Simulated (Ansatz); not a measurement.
# One shape, several levels: CH6O3Sn (SMILES C[Sn](O)(O)O)

Aim: a comparison of 6 runs (HF/STO-3G, HF/3-21G, HF/def2-TZVP, PBE0/def2-SVP, BLYP/def2-TZVP, PBE/def2-TZVP) of CH6O3Sn. 

The calculation is run with Ansatz 0.2.0.

5 further runs of the same task are left out: 1 for a known fault of the program, 1 that didn't finish, 3 set aside as unsound or not needed.

## Step 1: The molecule

CH6O3Sn has 11 atoms, charge 0, and is taken as a singlet. As SMILES, `C[Sn](O)(O)O`. The shape is that of a PBE0-D4/def2-TZVP optimisation. This is one conformer, not always the lowest.

Bond lengths: C1–Sn2 2.109 Å, Sn2–O3 1.959 Å, Sn2–O4 1.959 Å, Sn2–O5 1.959 Å, C1–H6 1.089 Å, C1–H7 1.089 Å, C1–H8 1.089 Å, O3–H9 0.961 Å, O4–H10 0.961 Å, O5–H11 0.961 Å. Some angles: C1–Sn2–O3 112.6°, C1–Sn2–O4 112.6°, C1–Sn2–O5 112.6°, O3–Sn2–O4 106.2°, O3–Sn2–O5 106.2°, O4–Sn2–O5 106.2°, Sn2–C1–H6 109.0°, Sn2–C1–H7 109.1°, Sn2–C1–H8 109.0°, Sn2–O3–H9 111.8°.

## Step 2: Energy and forces at HF/STO-3G (run 1)

Input file job.yaml:

```yaml
basis:
  gaussian: {orbitals: STO-3G}
crystal:
  periodic: [false, false, false]
  atoms:
    - symbol: C
      position_ang: [-1.634780, 0.821450, 0.161210]
    - symbol: Sn
      position_ang: [0.242220, -0.121540, -0.023890]
    - symbol: O
      position_ang: [0.658370, -1.274060, 1.505120]
    - symbol: O
      position_ang: [1.718000, 1.160190, -0.160160]
    - symbol: O
      position_ang: [0.358560, -1.259930, -1.614460]
    - symbol: H
      position_ang: [-1.512400, 1.751180, 0.714920]
    - symbol: H
      position_ang: [-2.026840, 1.031120, -0.832930]
    - symbol: H
      position_ang: [-2.314250, 0.158830, 0.695300]
    - symbol: H
      position_ang: [1.532360, -1.093390, 1.861260]
    - symbol: H
      position_ang: [2.293460, 0.964390, -0.904370]
    - symbol: H
      position_ang: [0.685300, -2.138250, -1.402000]
hamiltonian: {xc: hf}
accuracy: high
output: {forces: true, orbitals: {seedname: orbitals}}
```

Command:

```sh
$ ansatz run job.yaml --threads 1 --pin off --max-ram 3480MiB --events-out events.jsonl --progress --plain --runs-dir runs
```

Standard output (excerpt; [...] marks lines left out):

```text
Warning: RAYON_NUM_THREADS=1 ignored (pool sized by the plan → 1); use --threads N
Functional definition: HF
  name "HF"
[...]
1122 factors; integrals over basis functions are off by at most 3.8e-9 eV
[...]
mean field -169411.38576740 eV, -6225.7535957903 hartree, gradient 9.7e-8 eV, S^2 0.000000; 0 other end points of the search recorded, 0 dependent functions left out
[...]
reference -169411.38576740 eV, -6225.7535957903 hartree; 43, 43 occupied and 10, 10 virtual orbitals, 1122 factors
Total energy: -169411.38576740 eV, -6225.7535957903 hartree
Atom 0 at    -1.634780     0.821450     0.161210 Å, force     0.844109    -0.424449    -0.083540 eV/Å
Atom 1 at     0.242220    -0.121540    -0.023890 Å, force     1.298780    -0.653564    -0.127463 eV/Å
Atom 2 at     0.658370    -1.274060     1.505120 Å, force    -1.950206     0.005347    -1.174924 eV/Å
Atom 3 at     1.718000     1.160190    -0.160160 Å, force    -1.662112     0.040041     1.555000 eV/Å
Atom 4 at     0.358560    -1.259930    -1.614460 Å, force    -0.750726     2.148592     0.050790 eV/Å
Atom 5 at    -1.512400     1.751180     0.714920 Å, force    -0.429402    -0.273052    -0.237345 eV/Å
Atom 6 at    -2.026840     1.031120    -0.832930 Å, force    -0.175735     0.081467     0.527318 eV/Å
Atom 7 at    -2.314250     0.158830     0.695300 Å, force    -0.033360     0.512937    -0.226969 eV/Å
Atom 8 at     1.532360    -1.093390     1.861260 Å, force     1.519426     0.550270     0.393024 eV/Å
Atom 9 at     2.293460     0.964390    -0.904370 Å, force     0.780570    -0.574587    -1.351426 eV/Å
Atom 10 at     0.685300    -2.138250    -1.402000 Å, force     0.558657    -1.413001     0.675535 eV/Å
Dipole moment:     0.054420    -0.027488    -0.005554 e Å
```

It took 13 s on 1 thread of AMD EPYC (Zen 3), shared host.

## Step 3: Energy and gradient at HF/3-21G (run 2)

Input file job.yaml:

```yaml
crystal:
  periodic: [false, false, false]
  atoms:
    - {symbol: C, position_ang: [-1.634780, 0.821450, 0.161210]}
    - {symbol: Sn, position_ang: [0.242220, -0.121540, -0.023890]}
    - {symbol: O, position_ang: [0.658370, -1.274060, 1.505120]}
    - {symbol: O, position_ang: [1.718000, 1.160190, -0.160160]}
    - {symbol: O, position_ang: [0.358560, -1.259930, -1.614460]}
    - {symbol: H, position_ang: [-1.512400, 1.751180, 0.714920]}
    - {symbol: H, position_ang: [-2.026840, 1.031120, -0.832930]}
    - {symbol: H, position_ang: [-2.314250, 0.158830, 0.695300]}
    - {symbol: H, position_ang: [1.532360, -1.093390, 1.861260]}
    - {symbol: H, position_ang: [2.293460, 0.964390, -0.904370]}
    - {symbol: H, position_ang: [0.685300, -2.138250, -1.402000]}
basis:
  gaussian: {orbitals: 3-21G-spherical.json}
hamiltonian: {xc: hf}
accuracy: high
output: {forces: true, orbitals: {seedname: orbitals}}
```

The basis set 3-21G is read from a file made from the Basis Set Exchange's data (not shown).

Command:

```sh
$ ansatz run job.yaml --threads 1 --pin off --max-ram 3480MiB --events-out events.jsonl --progress --plain --runs-dir runs
```

Standard output (excerpt; [...] marks lines left out):

```text
Warning: RAYON_NUM_THREADS=1 ignored (pool sized by the plan → 1); use --threads N
Functional definition: HF
  name "HF"
[...]
1731 factors; integrals over basis functions are off by at most 3.6e-8 eV
[...]
mean field -170366.27714569 eV, -6260.8452066938 hartree, gradient 3.8e-8 eV, S^2 0.000000; 0 other end points of the search recorded, 0 dependent functions left out
[...]
reference -170366.27714569 eV, -6260.8452066938 hartree; 43, 43 occupied and 36, 36 virtual orbitals, 1731 factors
Total energy: -170366.27714569 eV, -6260.8452066938 hartree
Atom 0 at    -1.634780     0.821450     0.161210 Å, force    -0.128315     0.064260     0.012195 eV/Å
Atom 1 at     0.242220    -0.121540    -0.023890 Å, force     0.070435    -0.035615    -0.006137 eV/Å
Atom 2 at     0.658370    -1.274060     1.505120 Å, force    -0.021094     0.625614    -1.022490 eV/Å
Atom 3 at     1.718000     1.160190    -0.160160 Å, force    -0.712437    -0.961651     0.064483 eV/Å
Atom 4 at     0.358560    -1.259930    -1.614460 Å, force     0.174416     0.616821     1.012889 eV/Å
Atom 5 at    -1.512400     1.751180     0.714920 Å, force    -0.224149    -0.157359    -0.128656 eV/Å
Atom 6 at    -2.026840     1.031120    -0.832930 Å, force    -0.083029     0.041562     0.288267 eV/Å
Atom 7 at    -2.314250     0.158830     0.695300 Å, force    -0.007173     0.274167    -0.128493 eV/Å
Atom 8 at     1.532360    -1.093390     1.861260 Å, force     0.320182    -0.261135     0.604542 eV/Å
Atom 9 at     2.293460     0.964390    -0.904370 Å, force     0.559738     0.386989    -0.271169 eV/Å
Atom 10 at     0.685300    -2.138250    -1.402000 Å, force     0.051428    -0.593653    -0.425429 eV/Å
Dipole moment:     0.106165    -0.053664    -0.010729 e Å
```

Run time: 17 s. Hardware: 1 thread of AMD EPYC (Zen 3), shared host.

Run 3 isn't shown in full; the table further down has it.

## Step 4: Energy and forces at PBE0/def2-SVP (core potential) (run 4)

Input file input.yaml:

```yaml
basis:
  gaussian:
    orbitals: def2-SVP
crystal:
  periodic: [false, false, false]
  atoms:
    - {symbol: C, position_ang: [-1.634780, 0.821450, 0.161210]}
    - {symbol: Sn, position_ang: [0.242220, -0.121540, -0.023890]}
    - {symbol: O, position_ang: [0.658370, -1.274060, 1.505120]}
    - {symbol: O, position_ang: [1.718000, 1.160190, -0.160160]}
    - {symbol: O, position_ang: [0.358560, -1.259930, -1.614460]}
    - {symbol: H, position_ang: [-1.512400, 1.751180, 0.714920]}
    - {symbol: H, position_ang: [-2.026840, 1.031120, -0.832930]}
    - {symbol: H, position_ang: [-2.314250, 0.158830, 0.695300]}
    - {symbol: H, position_ang: [1.532360, -1.093390, 1.861260]}
    - {symbol: H, position_ang: [2.293460, 0.964390, -0.904370]}
    - {symbol: H, position_ang: [0.685300, -2.138250, -1.402000]}
hamiltonian:
  xc: pbe0
output:
  forces: true
  orbitals: {seedname: orbitals}
magnetization:
  spin_polarized: false
accuracy: high
```

Command:

```sh
$ ansatz run input.yaml --threads 1 --pin off --max-ram 3480MiB --events-out events.jsonl --progress --plain --runs-dir runs
```

Standard output:

```text
Warning: RAYON_NUM_THREADS=1 ignored (pool sized by the plan → 1); use --threads N
[... 16 lines left out ...]
Total energy: -13094.96628003 eV, -481.2311347040 hartree
[... 11 lines left out ...]
Dipole moment:    -0.017133     0.008357     0.001503 e Å
```

Wall time 47 s (1 thread of AMD EPYC (Zen 3), shared host).

Run 5 isn't shown in full; the table further down has it.

## Step 5: Energy and forces at PBE/def2-TZVP (core potential) (run 6)

Edit job.yaml of step 3 so:

```diff
@@ -1 +1,4 @@
+basis:
+  gaussian:
+    orbitals: def2-TZVP
 crystal:
@@ -14,6 +17,5 @@
     - {symbol: H, position_ang: [0.685300, -2.138250, -1.402000]}
-basis:
-  gaussian: {orbitals: 3-21G-spherical.json}
-hamiltonian: {xc: hf}
 accuracy: high
+hamiltonian:
+  xc: {name: PBE}
 output: {forces: true, orbitals: {seedname: orbitals}}
```

Command:

```sh
$ ansatz run job.yaml --threads 1 --pin off --max-ram 3480MiB --events-out events.jsonl --progress --plain --runs-dir runs
```

Standard output:

```text
Warning: RAYON_NUM_THREADS=1 ignored (pool sized by the plan → 1); use --threads N
[... 15 lines left out ...]
Total energy: -13104.33285493 eV, -481.5753499827 hartree
[... 11 lines left out ...]
Dipole moment:    -0.051196     0.025500     0.004883 e Å
```

It took 100 s on 1 thread of AMD EPYC (Zen 3), shared host; peak memory 1.1 GiB.

## Step 6: The series

```csv
run,level,core potential,energy (Eh),dipole moment (D),HOMO energy (eV),LUMO energy (eV),wall time
1,HF/STO-3G,none,-6225.753596,0.29,-8.58,9.57,13 s
2,HF/3-21G,none,-6260.845207,0.57,-11.64,3.67,17 s
3,HF/def2-TZVP (core potential),def2-TZVP,-479.480109,0.29,-11.97,2.51,1.8 min
4,PBE0/def2-SVP (core potential),def2-SVP,-481.231135,0.09,-8.11,-0.37,47 s
5,BLYP/def2-TZVP (core potential),def2-TZVP,-481.759744,0.29,-6.68,-1.71,1.9 min
6,PBE/def2-TZVP (core potential),def2-TZVP,-481.575350,0.28,-6.78,-1.71,100 s
```

## Step 7: Results

| quantity | value |
| --- | --- |
| run 6: total energy | -481.57535 Eh |
| run 6: dipole moment | 0.28 D |
| run 6: HOMO energy | -6.78 eV |
| run 6: LUMO energy | -1.71 eV |
| run 6: HOMO–LUMO gap | 5.07 eV |
| run 6: largest force on an atom | 0.731 eV/Å |

What this shows: The dipole moment (its size) runs from 0.09 D (PBE0/def2-SVP) to 0.57 D (HF/3-21G). The two ends differ in method and basis and core potential. The two dipoles point in opposite directions. The HOMO–LUMO gap runs from 4.97 eV (BLYP/def2-TZVP) to 18.14 eV (HF/STO-3G). Totals of different functionals can't be ranked against each other. Some runs of one species differ in core potentials or relativity; totals across that change don't compare. In run 1 the basis is minimal, so the values are rough. In runs 1, 2 relativity is left out where basis or elements ask for it. All runs together took 6.7 min, the longest 1.9 min.
